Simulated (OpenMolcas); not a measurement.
**Er²⁺ among point charges: CASSCF and CASPT2 levels and susceptibility**

How does a field of 6 point charges split the states of Er²⁺, and what χT follows?

Program: OpenMolcas 26.06. Level of theory: state-averaged CASSCF and CASPT2, spin-orbit coupling by RASSI with atomic mean-field integrals. These are calculated values, not measurements, unless marked.

## 1. The atom as given

- Species: Er²⁺ (erbium, Z = 68, 66 electrons)
- Basis: ANO-RCC-VDZP [7s6p4d2f1g], 68 functions
- Scalar Hamiltonian: DKH2, point nucleus
- Inactive shells: 1s 2s 2p 3s 3p 3d 4s 4p 4d 5s 5p
- Active space: 12 electrons in 7 orbitals (4f)
- Some configurations of this space: 4f¹²
- Orbitals: optimised for the highest spin of each parity, averaged over all roots

The outer shells:

4f12
```
4f [↑↓][↑↓][↑↓][↑↓][↑↓][↑ ][↑ ]
```

The ion sits among 6 point charges of -1.5 e arranged as a trigonal antiprism (D3d), 3.01 Å from the ion, with a polar angle of 62.4° against the regular 54.74°.

Each step is its own input file, run in one work folder so that later steps find the files of earlier ones. Labels, J, g values, rates, χT and fits are worked out afterwards by a script from the matrices that RASSI stores. The input lists half of the charges; inversion (Group=XYZ) makes the rest.

## 2. Basis and integrals

a.inp

```
&GATEWAY
Coord
1

Er 0.0 0.0 0.0
Basis=ANO-RCC-VDZP
Group=XYZ
NoMove
AngMom=0.0 0.0 0.0
AMFI
XField
3 Angstrom 0
0.000000 2.667439 1.394586 -1.500000
2.310070 -1.333719 1.394586 -1.500000
2.310070 1.333719 -1.394586 -1.500000
&SEWARD
```

On the command line:

```sh
> OMP_NUM_THREADS=1 MOLCAS_MEM=2252 MOLCAS_PROJECT=a pymolcas a.inp > a.log
```

## 3. Reference wave functions, triplets of even parity, 21 roots

a.inp

```
&RASSCF
FileOrb=start.orb
Symmetry=1
Spin=3
nActEl=12 0 0
Inactive=15 12
Ras2=0 7
CIRoot=21 21 1
SDav=21
CIMx=300
Iter=120 100
PrWF=0.3
OrbListing=Nothing
MaxOrb=0
>>> COPY $Project.JobIph JOB001
```

start.orb holds the contracted functions of the basis, ordered by shell, or the orbitals of the step before.

## 4. CASSCF: singlets of even parity, 28 roots

a.inp

```
&RASSCF
FileOrb=start.orb
Symmetry=1
Spin=1
nActEl=12 0 0
Inactive=15 12
Ras2=0 7
CIRoot=28 28 1
SDav=28
CIMx=300
Iter=120 100
PrWF=0.3
OrbListing=Nothing
MaxOrb=0
CIOnly
>>> COPY $Project.JobIph JOB002
```

## 5. RASSI: spin-orbit coupling between the states

a.inp

```
&RASSI
NrOfJobIphs=2 21 27
1 2 3 4 5 6 7 8 9 10 11 12 13 14 15 16 17 18 19 20 21
1 2 3 4 5 6 7 8 9 10 11 12 13 14 15 16 17 18 19 20 21 22 23 24 25 26 27
IphNames
JOB001
JOB002
EJob
SpinOrbit
DIPRint=1.0
SOCoupling=1000.0
Subsets=2
Property=9
'ANGMOM' 1 'ANGMOM' 2 'ANGMOM' 3 'MLTPL  1' 1 'MLTPL  1' 2 'MLTPL  1' 3
'AMFI' 1 'AMFI' 2 'AMFI' 3
SOProperty=3
'ANGMOM' 1 'ANGMOM' 2 'ANGMOM' 3
```

## 6. CASPT2: IPEA 0.25, imaginary shift 0.1 (closed shells correlated: 5s 5p)

a.inp

```
>>> COPY JOB001 $Project.JobIph
&CASPT2
Multistate=21 1 2 3 4 5 6 7 8 9 10 11 12 13 14 15 16 17 18 19 20 21
NoMult
Frozen=14 9
IPEA=0.25
Imaginary=0.1
MaxIter=60
WThr=0.0 0.3 0.05
PrWF=0.5
NoMix
>>> COPY JOB002 $Project.JobIph
&CASPT2
Multistate=27 1 2 3 4 5 6 7 8 9 10 11 12 13 14 15 16 17 18 19 20 21 22
23 24 25 26 27
NoMult
Frozen=14 9
IPEA=0.25
Imaginary=0.1
MaxIter=60
WThr=0.0 0.3 0.05
PrWF=0.5
NoMix
```

(Steps that only read results are left out.)

Q: Predict the outcome of this session. Wanted: spin-free ground state; first state of the same spin within the active space; lowest level; next level.

As calculated:

| quantity | value |
| --- | --- |
| method | SS-CASPT2, IPEA 0.25, imaginary shift 0.1 (closed shells correlated: 5s 5p) |
| spin-free ground state | 3E, 2-fold in its orbital part |
| first state of the same spin within the active space | 3E at 439 cm⁻¹ |
| lowest level | 1-fold A1 |
| next level | 0.1 cm⁻¹ |
| χT at 300 K | 6.91 cm³ K/mol |
| effective moment at 300 K | 7.44 μB |

Cost by method:

| method | time of its own steps | time with the reference |
| --- | --- | --- |
| A. CASSCF | 9.2 s | 9.2 s |
| B. SS-CASPT2, IPEA 0.25, imaginary shift 0.1, +5s 5p | 11 s | 20 s |

Times are of one thread on a shared host.

What this shows: The spin-free ground state (3E) comes to 100 % from free-ion H terms and keeps the highest spin of the shell. The singlets rest on orbitals optimised for another spin in at least one step, which raises them against the optimised states. Not all states of the active space went into the spin-orbit step. CASPT2 does not keep the components of a term degenerate, and the means are used. Point charges carry no covalency, so the field is a model and not that of real ligands.
